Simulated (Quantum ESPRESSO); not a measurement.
**Tl under changes of volume**

One of the cells (30.026 Å³/atom); the others are scaled copies at fixed shape and fractional positions:

```
Tl
1.0
     3.50864    0.00000    0.00000
    -1.75432    3.03857    0.00000
     0.00000    0.00000   11.26560
Tl
4
Direct
  0.66667 0.33333 0.75000
  0.00000 0.00000 0.50000
  0.33333 0.66667 0.25000
  0.00000 0.00000 0.00000
```

* Program: Quantum ESPRESSO 7.5
* Functional: LDA
* Potentials or basis: GBRV 1.5 LDA
* Cutoff: 612 eV
* Density cutoff: 4898 eV
* k mesh: 9 × 9 × 3
* Occupations: fermi-dirac, width 0.05 eV
* Spin: no spin polarisation

```csv
volume (Å³/atom),energy over the lowest point (meV/atom),pressure (GPa)
28.225,0.00,-1.8
28.825,7.20,-2.5
29.426,16.86,-3.1
30.026,?,?
30.627,42.17,-4.1
31.227,57.28,-4.5
31.828,73.72,-4.8
```

Q: What does the run at 30.026 Å³/atom give?

A: Energy over the lowest point 28.60 meV/atom; pressure -3.6 GPa.

Worked out: A Birch-Murnaghan fit of order 3 (a polynomial in V^(-2/3)) to the other rows has no minimum within the range. It gives 28.60 meV/atom at 30.026 Å³/atom, against the run's 28.60, and -dE/dV = -3.4 GPa, against -3.6.

Energies are extrapolated to zero smearing.
